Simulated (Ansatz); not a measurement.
# C2H6BClO: a ladder of functionals and wavefunction methods

One table from this session's results is given with a row withheld; the runs are named, their logs left out.

The runs use Ansatz 0.2.0, Gaussian basis; functionals in def2-TZVPP, the program's frozen cores in correlated methods.

The runs, in order: LDA (SPW92), PBE-D4, revPBE-D4, BLYP-D4, r2SCAN-D4, B97M-V, PBE0-D4, B3LYP-D4, r2SCANh-D4, r2SCAN0-D4, HSE06-D4, BHLYP-D4, CAM-B3LYP-D4, LC-ωPBE, ωB97X-V, ωB97M-V, B2PLYP, PBE-QIDH; CCSD(T)/def2-SVP; CCSD(T)/def2-TZVPP; MP2/def2-QZVPP; extrapolation to the limit; RPA on PBE.

### The relaxed structure

The geometry comes from an earlier relaxation with PBE0-D4 in a triple-zeta def2 set; it is a stationary point, not always the lowest conformer.

SMILES `CCB(O)Cl`, 11 atoms, charge 0, spin multiplicity 1.

Atoms are counted from 1 here; the program's logs count them from 0.

Bond lengths: C1–C2 1.524 Å, C1–H6 1.091 Å, C1–H7 1.092 Å, C1–H8 1.092 Å, C2–B3 1.570 Å, C2–H9 1.100 Å, C2–H10 1.098 Å, B3–O4 1.351 Å, B3–Cl5 1.769 Å, O4–H11 0.961 Å. Angles: C2–C1–H6 111.0°, C2–C1–H7 111.4°, C2–C1–H8 111.3°, H6–C1–H7 108.0°, H6–C1–H8 107.2°, H7–C1–H8 107.7°, C1–C2–B3 116.7°, C1–C2–H9 109.2°, C1–C2–H10 110.2°, B3–C2–H9 105.7°, B3–C2–H10 109.3°, H9–C2–H10 104.9°, C2–B3–O4 123.9°, C2–B3–Cl5 120.9°, O4–B3–Cl5 115.1°, B3–O4–H11 112.7°.

Set-up of the first run:

Input file in.yaml:

```yaml
crystal:
  periodic: [false, false, false]
  atoms:
    - {symbol: C, position_ang: [-0.883977, 0.002053, -1.161803]}
    - {symbol: C, position_ang: [0.025650, -0.534506, -0.062600]}
    - {symbol: B, position_ang: [0.770672, 0.529079, 0.819427]}
    - {symbol: O, position_ang: [1.130703, 0.323812, 2.104964]}
    - {symbol: Cl, position_ang: [1.249085, 2.092994, 0.145333]}
    - {symbol: H, position_ang: [-0.330979, 0.646212, -1.847272]}
    - {symbol: H, position_ang: [-1.326468, -0.809474, -1.743372]}
    - {symbol: H, position_ang: [-1.700357, 0.597013, -0.745906]}
    - {symbol: H, position_ang: [0.815490, -1.152233, -0.515409]}
    - {symbol: H, position_ang: [-0.530879, -1.220293, 0.589022]}
    - {symbol: H, position_ang: [0.846462, -0.531557, 2.438316]}
basis:
  gaussian: {orbitals: def2-TZVPP}
hamiltonian: {xc: lda}
output: {orbitals: {seedname: orbitals}}
```

Steps of the session up to this table: LDA; PBE-D4 (GGA); revPBE-D4 (GGA); BLYP-D4 (GGA); r2SCAN-D4 (meta-GGA); B97M-V (meta-GGA); PBE0-D4 (hybrid); B3LYP-D4 (hybrid); r2SCANh-D4 (hybrid); r2SCAN0-D4 (hybrid); HSE06-D4 (hybrid); BHLYP-D4 (hybrid); CAM-B3LYP-D4 (range-separated); LC-ωPBE-D4 (range-separated; the results give it without D4); ωB97X-V (range-separated); ωB97M-V (range-separated); B2PLYP (double hybrid); PBE-QIDH (double hybrid).

One table of the session follows, with a row left open; its other results are not shown here.

It belongs to the step «Orbital energies across the functionals». 

| functional | HOMO (eV) | gap (eV) |
| --- | --- | --- |
| LDA (SPW92) | -7.31 | 6.13 |
| PBE-D4 | -7.18 | 6.27 |
| revPBE-D4 | -7.12 | 6.33 |
| BLYP-D4 | -7.05 | 6.29 |
| r2SCAN-D4 | -7.50 | 6.97 |
| B97M-V | -7.62 | 7.14 |
| PBE0-D4 | -8.60 | 8.69 |
| B3LYP-D4 | ? | ? |
| r2SCANh-D4 | -8.02 | 7.84 |
| r2SCAN0-D4 | -8.81 | 9.13 |
| HSE06-D4 | -8.19 | 7.90 |
| BHLYP-D4 | -9.91 | 10.94 |
| CAM-B3LYP-D4 | -10.02 | 11.17 |
| LC-ωPBE | -11.41 | 13.81 |
| ωB97X-V | -11.05 | 13.29 |
| ωB97M-V | -10.90 | 12.71 |

Q: Estimate the row for B3LYP-D4 from the others.

Worked estimate for «HOMO (eV)». Against the share of exact exchange, BLYP-D4 (0, -7.05), BHLYP-D4 (0.5, -9.91) give a slope of -5.72 per unit share; at 0.2 the line stands at -8.19.

**Answer.** HOMO (eV): -8.35; gap (eV): 8.21. In «HOMO (eV)» the line misses by +0.16.
